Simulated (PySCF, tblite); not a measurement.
# C₉H₁₆O₆: electronic excitations, NMR shifts

What do calculations give for the electronic excitations, NMR shifts of C₉H₁₆O₆ (`CCOC(=O)OCCOC(=O)OC(C)C`)?

Programs: tblite 0.8.0 and PySCF 2.14.0, with routines of our own; each step states its level. All values are computed. Atoms count from 0.

## 1. The system as given

31 atoms, charge 0, multiplicity 1; geometry from: force field, distance geometry or constructed start.

## 2. Relaxing the molecule with GFN2-xTB

The job: settings as JSON, then the geometry in Å.

```
{"job": {"kind": "relax", "xc": "GFN2-xTB", "basis": "xTB"}, "charge": 0, "multiplicity": 1}
C      5.815400     0.698100     0.781900
C      4.658300    -0.102600     1.354400
O      3.413800     0.477000     0.986300
C      2.905400     0.081600    -0.213500
O      3.423500    -0.717300    -0.974700
O      1.719800     0.709300    -0.405300
C      1.054500     0.401900    -1.640500
C      0.317100    -0.932200    -1.544800
O     -0.692500    -0.904100    -0.522900
C     -1.858100    -0.292800    -0.867000
O     -2.096600     0.218900    -1.953500
O     -2.698500    -0.352300     0.192700
C     -3.989300     0.258100     0.015500
C     -4.925400    -0.734200    -0.667200
C     -4.506300     0.641800     1.392800
H      5.783000     0.692300    -0.304400
H      5.741900     1.748900     1.096900
H      6.770600     0.292300     1.112300
H      4.717700    -1.155800     1.062300
H      4.713300    -0.081300     2.457600
H      0.351100     1.224600    -1.815400
H      1.768400     0.398900    -2.468500
H     -0.127300    -1.200100    -2.505000
H      0.996000    -1.745400    -1.271900
H     -3.899100     1.174200    -0.588600
H     -5.938800    -0.315400    -0.769700
H     -4.993500    -1.661800    -0.090600
H     -4.560900    -1.005100    -1.658200
H     -3.812300     1.333400     1.877900
H     -4.572700    -0.242400     2.045700
H     -5.485900     1.109200     1.331700
```

Started as:

```bash
> OMP_NUM_THREADS=1 python large_run.py task.json out
```

The driver reads the jobs from task.json and runs them one after another.

The program printed:

```text
step      E/eV     max force
  0   -1412.16266    2.195
  1   -1412.27664    1.667
  2   -1412.30401    0.781
  3   -1412.31908    0.270
  4   -1412.33273    0.226
  5   -1412.34555    0.311
  6   -1412.35147    0.253
  7   -1412.35438    0.175
  8   -1412.35646    0.203
  9   -1412.35826    0.169
 10   -1412.36004    0.066
 11   -1412.36049    0.043
 12   -1412.36109    0.110
 13   -1412.36135    0.049
 14   -1412.36163    0.081
 15   -1412.36221    0.082
 16   -1412.36246    0.043
 17   -1412.36280    0.045
 18   -1412.36305    0.066
 19   -1412.36327    0.057
 20   -1412.36344    0.048
 21   -1412.36361    0.036
 22   -1412.36381    0.050
 23   -1412.36390    0.032
 24   -1412.36398    0.017
```

Wall time 0.33 s (1 thread of Arm Neoverse V1, shared host); peak memory 0.19 GiB.

The steps of the relaxation:

```csv
step,energy from step 0 (eV),largest force (eV/Å)
0,0.0000,2.1959
1,-0.1140,1.6666
2,-0.1414,0.7809
3,-0.1564,0.2695
4,-0.1701,0.2267
5,-0.1829,0.3109
6,-0.1888,0.2528
7,-0.1917,0.1751
8,-0.1938,0.2035
9,-0.1956,0.1687
10,-0.1974,0.0662
11,-0.1978,0.0433
12,-0.1984,0.1104
13,-0.1987,0.0492
14,-0.1990,0.0812
15,-0.1996,0.0826
16,-0.1998,0.0431
17,-0.2001,0.0452
18,-0.2004,0.0664
20,-0.2008,0.0478
21,-0.2010,0.0364
22,-0.2012,0.0509
23,-0.2012,0.0319
24,-0.2013,0.0175
```

Close pairs (by a distance rule), those that changed most:

```csv
bond,before (Å),after (Å),change (Å)
O2–C3,1.362,1.327,-0.035
C9–O11,1.354,1.322,-0.032
C9–O10,1.224,1.200,-0.024
O8–C9,1.360,1.339,-0.022
C3–O4,1.219,1.200,-0.019
C3–O5,1.355,1.337,-0.019
C7–O8,1.437,1.421,-0.016
C13–H25,1.101,1.086,-0.015
```

The final coordinates are the input of the step that follows.

## 3. Vibrational analysis with GFN2-xTB

The job: settings as JSON, then the geometry in Å.

```
{"job": {"kind": "ir", "xc": "GFN2-xTB", "basis": "xTB"}, "charge": 0, "multiplicity": 1}
C      5.806665     0.708145     0.769917
C      4.651052    -0.096127     1.347071
O      3.386896     0.457618     0.969260
C      2.896530     0.076450    -0.203480
O      3.397723    -0.706625    -0.961636
O      1.741168     0.716996    -0.406587
C      1.052929     0.401830    -1.609990
C      0.294533    -0.924520    -1.518919
O     -0.718392    -0.904614    -0.522652
C     -1.858442    -0.286194    -0.854266
O     -2.080601     0.224067    -1.917872
O     -2.682602    -0.343343     0.177947
C     -3.985530     0.249258     0.007176
C     -4.917332    -0.745869    -0.675351
C     -4.474486     0.632958     1.395344
H      5.781550     0.665402    -0.316192
H      5.738552     1.745730     1.087144
H      6.748245     0.291472     1.116322
H      4.702748    -1.134127     1.003330
H      4.651571    -0.060868     2.438065
H      0.356796     1.226687    -1.769214
H      1.767314     0.334089    -2.437432
H     -0.153003    -1.132955    -2.496750
H      0.972157    -1.728263    -1.226682
H     -3.870290     1.138271    -0.626168
H     -5.908573    -0.312282    -0.772976
H     -4.981969    -1.656409    -0.084094
H     -4.542667    -0.989745    -1.666494
H     -3.780079     1.325480     1.862711
H     -4.548316    -0.256672     2.014833
H     -5.451363     1.101853     1.323913
```

The program printed:

```text
mode    cm-1     km/mol
  1      17.7      0.05
  2      24.2      0.07
  3      29.7      0.29
  4      45.9      0.15
  5      65.4      0.77
  6      74.7      6.22
  7      75.9      0.62
  8      88.8      1.22
  9     124.4      0.43
 10     159.2      3.80
 11     179.3      0.33
 12     194.6      3.21
 13     227.7      0.52
 14     231.6      0.41
 15     258.6      6.65
 16     290.5      9.79
 17     323.7     33.36
 18     351.2      1.14
 19     391.5      3.87
 20     396.5      8.47
 21     440.6      2.66
 22     468.8      4.37
 23     504.0      0.59
 24     542.8      1.28
 25     667.7      0.91
 26     693.4      0.45
 27     722.8    136.34
 28     724.0     33.99
 29     819.7     13.80
 30     861.2     12.28
 31     876.1     12.62
 32     906.8      8.99
 33     927.9     23.22
 34     942.1     13.80
 35     946.6      8.25
 36     973.6      3.71
 37     979.3     13.58
 38    1011.1      9.87
 39    1057.1     63.40
 40    1093.7     36.99
 41    1094.9     12.07
 42    1106.8     85.78
 43    1128.0     53.85
 44    1139.4    128.37
 45    1155.1     58.50
 46    1159.7     76.84
 47    1180.0    105.51
 48    1188.2   1044.41
 49    1220.1    359.70
 50    1220.7    224.72
 51    1251.7      0.07
 52    1262.3     43.10
 53    1302.9      7.57
 54    1312.3      7.22
 55    1313.0      2.41
 56    1320.9      0.74
 57    1324.2      2.97
 58    1393.2     13.99
 59    1397.9      7.17
 60    1405.6      6.91
 61    1411.8      5.36
 62    1413.8     12.74
 63    1435.9      3.70
 64    1469.7      2.19
 65    1478.1      6.09
 66    1479.6      3.00
 67    1483.6      1.95
 68    1487.9      3.84
 69    1493.4      7.93
 70    1795.5    470.74
 71    1798.1    535.17
 72    2907.9     23.30
 73    2939.4      0.82
 74    2945.1     25.45
 75    2946.3     15.91
 76    2983.1     14.48
 77    2993.3      0.26
 78    3007.9      6.56
 79    3041.3     11.78
 80    3047.0     11.33
 81    3048.6     17.71
 82    3050.3     14.01
 83    3051.0      6.66
 84    3053.1     24.98
 85    3053.3     23.19
 86    3055.2     14.64
 87    3057.6     41.93
```

It took 2.1 s on 1 thread of Arm Neoverse V1, shared host; peak memory 0.18 GiB.

The strongest bands and the atoms that carry them (share of the mass-weighted mode):

```csv
cm⁻¹,km/mol,atoms
723,136.3,"C9 55 %, C3 19 %"
1139,128.4,"C12 28 %, O11 15 %, H24 11 %"
1180,105.5,"C12 29 %, H29 16 %, C14 12 %"
1188,1044.4,"C3 34 %, C9 18 %, O2 13 %"
1220,359.7,"C9 27 %, H20 18 %, O8 11 %"
1221,224.7,"H23 19 %, C3 17 %, C9 16 %, O5 10 %"
1796,470.7,"C9 64 %, O10 32 %"
1798,535.2,"C3 64 %, O4 32 %"
```

## 4. Electronic excitations: TDA B3LYP/def2-SVP

The job, as its differences from that of step 3:

```diff
@@ -1,2 +1,2 @@
-{"job": {"kind": "ir", "xc": "GFN2-xTB", "basis": "xTB"}, "charge": 0, "multiplicity": 1}
+{"job": {"kind": "uv", "basis": "def2-SVP", "grid": 1, "kgrid": 0, "vcut": null, "nstates": 8, "ntriplets": 3, "tda": true, "delta": ["ip_vertical", "ea_vertical", "triplet_vertical"], "pop": true, "xc": "B3LYP"}, "charge": 0, "multiplicity": 1}
 C      5.806665     0.708145     0.769917
```

Method: TDA B3LYP/def2-SVP, vertical, gas phase, core orbitals frozen in the response.

The program printed:

```text
start: PBE on a coarse grid of 25123 points
cycle   1  E = -801.7918988681  dE =  2.190e+00  |g| = 1.539e+00  |ddm| = 5.871e+00
cycle   2  E = -800.3898976820  dE =  1.402e+00  |g| = 3.073e+00  |ddm| = 3.852e+00
cycle   3  E = -802.1410477196  dE = -1.751e+00  |g| = 7.322e-01  |ddm| = 2.949e+00
cycle   4  E = -802.2458763247  dE = -1.048e-01  |g| = 1.914e-01  |ddm| = 7.622e-01
cycle   5  E = -802.2517321248  dE = -5.856e-03  |g| = 6.532e-02  |ddm| = 1.687e-01
cycle   6  E = -802.2526866919  dE = -9.546e-04  |g| = 1.530e-02  |ddm| = 6.501e-02
cycle   7  E = -802.2527336102  dE = -4.692e-05  |g| = 4.976e-03  |ddm| = 1.596e-02
final grid: 109190 points
cycle   8  E = -803.3796766561  dE = -3.242e-03  |g| = 1.508e-01  |ddm| = 3.001e-01
cycle   9  E = -803.3742496383  dE =  5.427e-03  |g| = 2.296e-01  |ddm| = 2.525e-01
cycle  10  E = -803.3836752940  dE = -9.426e-03  |g| = 1.326e-02  |ddm| = 1.584e-01
cycle  11  E = -803.3837067226  dE = -3.143e-05  |g| = 4.532e-03  |ddm| = 1.249e-02
cycle  12  E = -803.3837100199  dE = -3.297e-06  |g| = 1.133e-03  |ddm| = 4.285e-03
cycle  13  E = -803.3837088242  dE =  1.196e-06  |g| = 2.222e-04  |ddm| = 1.350e-03
cycle  14  E = -803.3837097373  dE = -9.131e-07  |g| = 1.001e-04  |ddm| = 2.638e-04
cycle  15  E = -803.3837095976  dE =  1.397e-07  |g| = 3.274e-05  |ddm| = 9.852e-05
converged SCF energy = -803.3837095976
Vertical lowest triplet (delta-SCF) = 6.7076 eV   <S^2> = 2.006

Static polarisability (au): isotropic 114.171, principal 91.103 107.210 144.201

Singlet excitations
state   eV       nm        f      main configurations
  1   7.0985    174.7   0.00038   H-1->L+1 0.30, H->L+1 0.28, H->L 0.24
  2   7.1132    174.3   0.00045   H-1->L 0.42, H->L 0.14, H->L+1 0.14
  3   8.2563    150.2   0.30952   H->L 0.44, H-2->L 0.41
  4   8.3001    149.4   0.06106   H->L+1 0.45, H-1->L 0.23, H-2->L+1 0.12
  5   8.4453    146.8   0.01303   H-1->L+1 0.39, H-2->L 0.33, H->L 0.14
  6   8.5397    145.2   0.02079   H-2->L+1 0.62, H-1->L 0.18
  7   8.6538    143.3   0.03870   H->L+2 0.39, H-1->L+2 0.24
  8   8.7814    141.2   0.01092   H-4->L 0.30, H-1->L+3 0.18, H->L+3 0.14

Triplet excitations (Tamm-Dancoff, eV): 6.6267 6.6425 6.8772
```

It took 2.5 min on 1 thread of Arm Neoverse V1, shared host; peak memory 0.55 GiB.

Warnings kept with the result: ip_vertical: open-shell SCF did not converge.

The orbitals next to the gap, with their largest atomic shares:

```csv
orbital,eV,atoms
HOMO−4,-8.45,"O2 39 %, O4 36 %, C0 7 %"
HOMO−3,-8.41,"O11 35 %, O10 34 %, C13 8 %"
HOMO−2,-8.15,"O5 16 %, O4 16 %, O8 16 %"
HOMO−1,-8.03,"O4 36 %, O10 30 %, O11 6 %"
HOMO,-7.90,"O10 34 %, O4 18 %, O8 14 %"
LUMO,0.97,"C3 34 %, C9 16 %, O4 16 %"
LUMO+1,1.06,"C9 34 %, O10 16 %, C3 16 %"
LUMO+2,1.53,"H30 15 %, H25 14 %, H24 9 %"
LUMO+3,1.78,"H17 17 %, H19 13 %, H16 10 %"
```

With each of the 8 states as a Gaussian band of 0.4 eV half-width at 1/e, the curve within the window shown has maxima at 150 nm (ε 17,000) L/(mol cm). Beyond the last state computed it falls off for lack of states. The curve at chosen wavelengths:

| nm | ε (L/mol/cm) |
| --- | --- |
| 137 | 1161 |
| 139 | 2469 |
| 141 | 4607 |
| 143 | 7636 |
| 146 | 12988 |
| 148 | 15756 |
| 150 | 16724 |
| 152 | 15538 |
| 154 | 12687 |
| 156 | 9158 |
| 159 | 4529 |
| 161 | 2482 |
| 163 | 1237 |
| 165 | 569 |
| 167 | 249 |
| 169 | 113 |
| 172 | 50 |
| 174 | 39 |
| 176 | 35 |
| 178 | 31 |
| 180 | 26 |
| 182 | 21 |
| 185 | 13 |
| 187 | 9 |
| 189 | 6 |
| 191 | 4 |

Ground-state properties from the same run:

```csv
property,computed
dipole moment (D),0.87
polarisability (Å³),16.92
HOMO–LUMO gap (eV),8.87
−ε(HOMO) (eV),7.90
```

## 5. NMR shifts: GIAO OPBE/pcSseg-1

The job, as its differences from that of step 4:

```diff
@@ -1,2 +1,2 @@
-{"job": {"kind": "uv", "basis": "def2-SVP", "grid": 1, "kgrid": 0, "vcut": null, "nstates": 8, "ntriplets": 3, "tda": true, "delta": ["ip_vertical", "ea_vertical", "triplet_vertical"], "pop": true, "xc": "B3LYP"}, "charge": 0, "multiplicity": 1}
+{"job": {"kind": "nmr", "basis": "pcSseg-1", "pop": false, "xc": "OPBE"}, "charge": 0, "multiplicity": 1}
 C      5.806665     0.708145     0.769917
```

Level: GIAO OPBE/pcSseg-1 NMR shielding, non-relativistic, gas phase.

The program printed:

```text
start: PBE on a coarse grid of 25123 points
cycle   1  E = -802.3122274381  dE =  2.275e+00  |g| = 1.591e+00  |ddm| = 4.877e+00
cycle   2  E = -800.9068860735  dE =  1.405e+00  |g| = 3.142e+00  |ddm| = 3.031e+00
cycle   3  E = -802.6682158545  dE = -1.761e+00  |g| = 7.338e-01  |ddm| = 2.339e+00
cycle   4  E = -802.7673918763  dE = -9.918e-02  |g| = 2.108e-01  |ddm| = 6.176e-01
cycle   5  E = -802.7739736435  dE = -6.582e-03  |g| = 7.129e-02  |ddm| = 1.412e-01
cycle   6  E = -802.7750460799  dE = -1.072e-03  |g| = 1.665e-02  |ddm| = 5.563e-02
cycle   7  E = -802.7750998537  dE = -5.377e-05  |g| = 5.405e-03  |ddm| = 1.422e-02
final grid: 232627 points
cycle   8  E = -803.5117627887  dE = -1.881e-02  |g| = 4.753e-02  |ddm| = 3.876e-01
cycle   9  E = -803.5111488788  dE =  6.139e-04  |g| = 7.657e-02  |ddm| = 1.197e-01
cycle  10  E = -803.5121859410  dE = -1.037e-03  |g| = 2.026e-02  |ddm| = 6.191e-02
cycle  11  E = -803.5122490067  dE = -6.307e-05  |g| = 9.891e-03  |ddm| = 2.032e-02
cycle  12  E = -803.5122670512  dE = -1.804e-05  |g| = 2.899e-03  |ddm| = 7.194e-03
cycle  13  E = -803.5122679016  dE = -8.504e-07  |g| = 4.655e-04  |ddm| = 1.953e-03
cycle  14  E = -803.5122693857  dE = -1.484e-06  |g| = 2.859e-04  |ddm| = 4.865e-04
cycle  15  E = -803.5122678094  dE =  1.576e-06  |g| = 1.059e-04  |ddm| = 2.355e-04
cycle  16  E = -803.5122677098  dE =  9.958e-08  |g| = 4.386e-05  |ddm| = 8.872e-05
converged SCF energy = -803.5122677098

GIAO shielding tensors (ppm)
atom      isotropic    diamagn.    paramagn.     s11        s22        s33       span
  0 C      171.055     244.786     -73.731    153.333    172.718    187.115     33.782
  1 C      121.837     240.630    -118.794     84.261    113.408    167.840     83.579
  2 O      159.216     405.678    -246.462     41.204    204.286    232.158    190.955
  3 C       33.730     253.956    -220.227    -44.595     53.706     92.078    136.673
  4 O       48.455     403.418    -354.962    -94.094    -74.725    314.186    408.280
  5 O      170.412     406.756    -236.344     43.691    215.108    252.438    208.746
  6 C      119.759     251.384    -131.625     91.476    112.320    155.482     64.006
  7 C      119.989     251.060    -131.070     91.694    112.656    155.618     63.923
  8 O      170.352     406.886    -236.534     43.627    213.686    253.742    210.115
  9 C       34.425     254.772    -220.347    -43.518     54.565     92.229    135.747
 10 O       46.002     404.141    -358.139    -92.860    -76.085    306.951    399.812
 11 O      139.089     406.636    -267.547     30.593    175.863    210.810    180.218
 12 C      114.289     237.194    -122.906     79.701    105.205    157.960     78.259
 13 C      165.236     246.497     -81.262    147.955    159.778    187.974     40.019
 14 C      164.468     248.546     -84.079    148.056    158.137    187.209     39.153
 15 H       30.054      27.020       3.034     25.389     30.633     34.140      8.751
 16 H       30.410      26.615       3.795     26.649     28.499     36.081      9.431
 17 H       30.763      21.417       9.346     26.765     27.553     37.970     11.205
 18 H       26.778      29.941      -3.162     22.616     27.418     30.301      7.684
 19 H       27.583      29.616      -2.033     22.229     27.789     32.732     10.503
 20 H       27.127      34.669      -7.542     22.074     27.983     31.323      9.249
 21 H       27.063      32.700      -5.637     22.483     28.055     30.652      8.169
 22 H       27.074      33.046      -5.972     22.419     28.075     30.728      8.309
 23 H       27.160      34.778      -7.618     21.938     27.991     31.551      9.613
 24 H       26.626      31.798      -5.172     23.864     27.557     28.457      4.593
 25 H       30.714      25.402       5.312     26.543     28.158     37.440     10.897
 26 H       30.658      28.677       1.981     27.892     28.530     35.551      7.659
 27 H       29.818      28.855       0.963     24.727     30.037     34.688      9.961
 28 H       30.115      32.533      -2.419     25.738     28.360     36.245     10.508
 29 H       30.291      30.748      -0.456     27.362     28.417     35.095      7.733
 30 H       30.594      27.573       3.022     26.389     28.305     37.088     10.699
```

Run time: 25 s. Hardware: 1 thread of Arm Neoverse V1, shared host; peak memory 0.57 GiB.

Shifts follow as δ = σ(reference) − σ, with reference shieldings (ppm) from runs at the same level and on the same kind of geometry: $^{1}$H TMS 31.67, $^{13}$C TMS 187.5, $^{17}$O H2O 333.6. The references are single molecules in the gas phase, so shifts against H2O, NH3, PH3, H3PO4 or CFCl3 are not on the usual liquid scales and can be off by tens of ppm. Atoms listed in one row are averaged.

```csv
atoms,environment,σ (ppm),δ (ppm)
C3,carbonate carbon,33.7,153.8
C9,carbonate carbon,34.4,153.1
C12,sp3 CH bonded to O,114.3,73.2
C6,sp3 CH2 bonded to O,119.8,67.7
C7,sp3 CH2 bonded to O,120.0,67.5
C1,sp3 CH2 bonded to O,121.8,65.7
"C13, C14",methyl carbon,164.9,22.7
C0,methyl carbon,171.1,16.4
H24,hydrogen on an sp3 CH bonded to O,26.63,5.05
"H20, H21",hydrogen on an sp3 CH2 bonded to O,27.10,4.58
"H22, H23",hydrogen on an sp3 CH2 bonded to O,27.12,4.56
"H18, H19",hydrogen on an sp3 CH2 bonded to O,27.18,4.49
"H25, H26, H27, H28, H29, H30",hydrogen on a methyl carbon,30.36,1.31
"H15, H16, H17",hydrogen on a methyl carbon,30.41,1.26
O10,carbonate carbonyl oxygen,46.0,287.6
O4,carbonate carbonyl oxygen,48.5,285.2
O11,carbonate alkoxy oxygen,139.1,194.5
O2,carbonate alkoxy oxygen,159.2,174.4
O8,carbonate alkoxy oxygen,170.4,163.3
O5,carbonate alkoxy oxygen,170.4,163.2
```

## 6. Results

| quantity | value |
| --- | --- |
| strongest single infrared mode (GFN2-xTB) | 1188 cm⁻¹, 1044 km/mol |
| zero-point energy (GFN2-xTB) | 156.6 kcal/mol |
| lowest singlet (B3LYP/def2-SVP) | 7.10 eV (175 nm), f = 0.000 |
| brightest single state of those computed | state 3, 8.26 eV, f = 0.310 |
| lowest triplet | 6.63 eV |
| $^{13}$C shifts against TMS (OPBE/pcSseg-1, means over atoms taken as alike) | 153.8, 153.1, 73.2, 67.7, 67.5, 65.7, 22.7, 16.4 ppm |
| $^{1}$H shifts against TMS (OPBE/pcSseg-1, means over atoms taken as alike) | 5.05, 4.58, 4.56, 4.49, 1.31, 1.26 ppm |
| $^{17}$O shifts against H2O (OPBE/pcSseg-1) | 287.6, 285.2, 194.5, 174.4, 163.3, 163.2 ppm |

All 87 modes are real, so the xTB geometry is a minimum. The strongest single mode, at 1188 cm⁻¹, is spread over several atoms, C3, C9, O2 among them. GFN2-xTB is a fitted tight-binding method: band positions and strengths are rough. Its intensities can rank the bands wrongly. The first singlet state (HOMO−1→LUMO+1 0.30, HOMO→LUMO+1 0.28) lies at 7.10 eV and is dark; of the 8 states computed, the strongest absorption comes from state 3 at 8.26 eV. The lowest triplet lies 0.47 eV below the lowest singlet. States above −ε(HOMO) lie where TDDFT describes them poorly and they hang on the basis; the brightest is among them. The basis of B3LYP/def2-SVP has no diffuse functions, so Rydberg states are missing and the high states are unreliable. H24 (hydrogen on an sp3 CH bonded to O) lies farthest downfield among hydrogen, at 5.05 ppm; its carbon carries O, which withdraws density.
